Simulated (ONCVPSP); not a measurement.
# Gadolinium: generating and testing an ONCV potential

Task: generate the file, and judge it by its errors in other configurations, its logarithmic derivatives, its ghosts and its cutoff.

Method: ONCVPSP 4.0.1.1 (patched build), LDA (Perdew-Wang 92), scalar-relativistic.

### Step 1. The atom and the settings

Typed settings, in words:

```
element                 : gadolinium (Gd, Z = 64)
type                    : optimised norm-conserving Vanderbilt (ONCV)
frozen core             : [Kr] 4d10
valence charge          : 18
reference configuration : 4f6.5 5s2 5p6 5d1.5 6s2
partial waves           : 5s+6s: rc 1.90 bohr, ncon 4, nbas 8, qcut 4.9 1/bohr, 2 projectors; 5p: rc 1.95 bohr, ncon 4, nbas 8, qcut 8.3 1/bohr, 2 projectors, debl 0.8 Ha; 5d: rc 3.00 bohr, ncon 4, nbas 9, qcut 4.3 1/bohr, 2 projectors, debl 0.5 Ha; 4f: rc 1.10 bohr, ncon 4, nbas 8, qcut 18.7 1/bohr, 3 projectors, debl 1.9 Ha
local potential         : polynomial inside 0.85 bohr (lpopt 4, dvloc0 -1 Ha)
core correction         : not asked for
```

The nodes and maxima of the atom's own shells, from an earlier all-electron run, set the scale for the radii.

All-electron outer shells of the reference configuration (LDA (PZ), scalar-relativistic, ld1.x):

```
shell  level (eV)  outermost node (bohr)  outermost maximum (bohr)
   4d     -151.34                   0.27                      0.56
   5s      -51.68                   0.65                      1.18
   5p      -28.78                   0.70                      1.34
   4f      -12.11                      –                      0.56
   6s       -4.44                   1.59                      3.29
   5d       -3.22                   0.79                      1.90
   6p       -1.43                   1.89                      4.44
```

### Step 2. Generating the potential

Input file Gd.dat:

```
# ATOM AND REFERENCE CONFIGURATION
# atsym  z   nc   nv     iexc    psfile
  Gd 64.00    9    5  -001012      upf
#
#   n    l    f
    1    0    2.00
    2    0    2.00
    2    1    6.00
    3    0    2.00
    3    1    6.00
    3    2   10.00
    4    0    2.00
    4    1    6.00
    4    2   10.00
    4    3    6.50
    5    0    2.00
    5    1    6.00
    5    2    1.50
    6    0    2.00
#
# PSEUDOPOTENTIAL AND OPTIMIZATION
# lmax
    3
#
#   l,   rc,      ep,       ncon, nbas, qcut
    0    1.90    0.00    4    8    4.90
    1    1.95    0.00    4    8    8.30
    2    3.00    0.00    4    9    4.30
    3    1.10    0.00    4    8   18.70
#
# LOCAL POTENTIAL
# lloc, lpopt,  rc(5),   dvloc0
    4    4    0.85   -1.00
#
# VANDERBILT-KLEINMAN-BYLANDER PROJECTORs
# l, nproj, debl
    0    2    2.00
    1    2    0.80
    2    2    0.50
    3    3    1.90
#
# MODEL CORE CHARGE
# icmod, fcfact, rcfact
    0    0.00    0.00
#
# LOG DERIVATIVE ANALYSIS
# epsh1, epsh2, depsh
   -3.00    5.00    0.02
#
# OUTPUT GRID
# rlmax, drl
    6.00    0.01
#
# TEST CONFIGURATIONS
# ncnf
    4
# nvcnf
#   n    l    f
    5
    4    3    7.00
    5    0    2.00
    5    1    6.00
    5    2    1.00
    6    0    2.00
#
    5
    4    3    7.00
    5    0    2.00
    5    1    6.00
    5    2    1.00
    6    0    1.00
#
    5
    4    3    7.00
    5    0    2.00
    5    1    6.00
    5    2    1.00
    6    0    0.00
#
    5
    4    3    7.00
    5    0    1.00
    5    1    6.00
    5    2    1.00
    6    0    2.00
#
```

Run with:

```sh
$ oncvpsp.x < Gd.dat > Gd.out
```

What does the calculation give? Wanted: cutoffs for 1 and 0.1 mHa per electron, occupied waves; bound ghosts; GHOST(+) flags; largest test error; largest phase difference near zero energy, channels read; projector energies reset by the program.

The runs gave:

| quantity | value |
| --- | --- |
| cutoffs for 1 and 0.1 mHa per electron, occupied waves | 127 Ha and 141 Ha |
| bound ghosts | s at -129.59 eV |
| GHOST(+) flags | p at 73 eV, d at 55 eV |
| largest test error (AE − PS) | -71 meV, for 4f7 5s2 5p6 5d1 6s2 |
| largest phase difference near zero energy, channels read | 0.000 rad |
| projector energies reset by the program | p: -1.058, 0.250 Ha |

A bound ghost (s) makes it unfit for use: electrons can fall into a state that the atom doesn't have. The worst unpolarised test, 4f7 5s2 5p6 5d1 6s2, is off by 71 meV on 3.8 eV; by total energies transferability rates as fair. By its cutoff, 127 Ha for the looser tolerance, it is very hard. At the looser tolerance the 4f wave is the slowest; 5p needs 19 Ha. Near zero energy the phases of the channels with partial waves agree within 0.001 rad. The program also flags highly localised states, GHOST(+) (p, d). These are tests on the free atom; a crystal test is still owed.
